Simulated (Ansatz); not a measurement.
# B5C: the cost of one run

Program: Ansatz 0.2.0. Level of theory: DFT PBE, scalar-relativistic, plane waves, PAW. These are calculated values, not measurements.

## (1) The starting structure

It takes space group F-43m (No. 216, cubic). Conventional cell: a = 5.846 Å, b = 5.846 Å, c = 5.846 Å, α = 90.00°, β = 90.00°, γ = 90.00°. Around B (site symmetry 3m) lie 6 B at 2.07 Å. Around B (site symmetry -43m) lie 12 B at 2.42 Å and 4 C at 2.53 Å. C (site symmetry -43m) has 16 B at 2.42 to 2.53 Å in its first shell of neighbours.

Structure file:

```xyz
6
Lattice="0.0000 2.9229 2.9229 2.9229 0.0000 2.9229 2.9229 2.9229 0.0000" Properties=species:S:1:pos:R:3 pbc="T T T"
B     3.6536    2.1922    2.1922
B     3.6536    3.6536    3.6536
B     2.1922    3.6536    2.1922
B     2.1922    2.1922    3.6536
B     1.4614    1.4614    1.4614
C     0.0000    0.0000    0.0000
```

The cell is invented: species swapped into a database cell of ErCu5 (F-43m, No. 216), with C on the Er sites and B on the Cu sites. The dimensions are guesses.

## (2) A first look at the guess

Contents of input.yaml:

```yaml
crystal:
  lattice:
    - [0.0, 2.92289572, 2.92289572]
    - [2.92289572, 0.0, 2.92289572]
    - [2.92289572, 2.92289572, 0.0]
  atoms:
    - { symbol: B, position: [0.125, 0.625, 0.625] }
    - { symbol: B, position: [0.625, 0.625, 0.625] }
    - { symbol: B, position: [0.625, 0.125, 0.625] }
    - { symbol: B, position: [0.625, 0.625, 0.125] }
    - { symbol: B, position: [0.25, 0.25, 0.25] }
    - { symbol: C, position: [0.0, 0.0, 0.0] }
basis:
  ecutwfc: 420
kpoints:
  mp_grid: { grid: [6, 6, 6] }
hamiltonian:
  xc: pbe
scf:
  occupations: { method: gaussian, width: 0.1 }
  lower_state_search: "off"
output:
  forces: true
  stress: true
  eigenvalues: true
```

Launch:

```
$ ansatz run input.yaml --threads 1 --pin off --max-ram 2560MiB --backend cpu --events-out ev --progress --plain --runs-dir out
```

Q: Estimate wall time and peak memory on 1 thread of Intel Xeon at 2.50GHz (Skylake/Cascade Lake), shared host.

About 2.4 s, with a peak of 0.32 GiB.
